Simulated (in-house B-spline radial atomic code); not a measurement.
**Ru⁹⁺: ionisation energy by several methods**

The task here is to estimate one member of a computed series from the others.

Program: in-house B-spline radial atomic code version 1. Level of theory: scalar-relativistic (X2C), several functionals, spin-polarised; spherical all-electron atom at the radial basis limit. These are calculated values, not measurements, unless marked.

### Starting point

| Item | Value |
| --- | --- |
| element | ruthenium (Z = 44) |
| charge | +9 |
| electrons | 35 |
| configuration | [Ar] 3d10 4s2 4p5 |
| nucleus | Fermi, rms radius 4.481 fm |

Outer shells as boxes (Hund's rule):

[Ar] 3d10 4s2 4p5
```
[Ar] core
3d [↑↓][↑↓][↑↓][↑↓][↑↓]
4s [↑↓]
4p [↑↓][↑↓][↑ ]
```

Where spins are not typed, each open shell is filled with up spins first.

The first run:

Settings of the run:

```ini
Z = 44
electrons = 35.0
configuration = [Ar] 3d10 4s2 4p5
hamiltonian = x2c
method = revtpss,revtpss
spin_polarised = True
nucleus = fermi
rms_radius = 4.4809
mass_number = 102
atomic_mass = 101.904340312
speed_of_light = 137.035999084
```

Among the steps run: revTPSS, a meta-GGA; RPBE, a GGA; Hartree-Fock; exchange-only LDA; OLYP, a GGA.

One table of the session follows, with a row left open; its other results are not shown here.

```
           method  ΔSCF (eV)
exchange-only LDA     198.37
             RPBE     200.07
             OLYP     200.38
          revTPSS     200.26
     Hartree-Fock          ?
```

Q: Estimate the row for Hartree-Fock from the others.

The run gave: ΔSCF (eV): 198.67. In the column «ΔSCF (eV)» it lies between exchange-only LDA (198.37) and RPBE (200.07).
